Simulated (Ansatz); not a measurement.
## In3Se: equation of state with r2SCAN

In3Se:

```
CELL_PARAMETERS angstrom
4.80376 0.00000 0.00000
0.00000 4.80376 0.00000
0.00000 0.00000 4.80376
ATOMIC_POSITIONS crystal
In 0.50000 0.50000 0.00000
In 0.50000 0.00000 0.50000
In 0.00000 0.50000 0.50000
Se 0.00000 0.00000 0.00000
```

The cell comes from a database or a generator and needn't be the stable form of this composition.

```json
{
 "Program": "Ansatz 0.2.0",
 "Task": "equation of state",
 "Functional": "r2SCAN",
 "Potentials or basis": "Ansatz PAW",
 "Cutoff": "500 eV",
 "Density cutoff": "2000 eV",
 "k mesh": "6 × 6 × 6",
 "Occupations": "fermi-dirac, width 0.05 eV",
 "Spin": "no spin polarisation"
}
```

```
Equilibrium volume                      : 26.73 Å³/atom
Bulk modulus                            : 37 GPa
Pressure derivative of the bulk modulus : 4.8
```

Energy against volume, from the lowest point:
| volume (Å³/atom) | energy (meV/atom) |
| --- | --- |
| 26.050 | 2.03 |
| 26.604 | 0.00 |
| 27.159 | 0.69 |
| 27.713 | 3.79 |
| 28.267 | 9.01 |
| 28.822 | 16.13 |
| 29.376 | 24.94 |

All runs of the series together: 34 s on 2 threads of AMD EPYC 7R43 64-Core Processor (Zen 3) (shared host).

Caveat: the PAW data sets were made with another functional, which shifts forces and pressure a little.
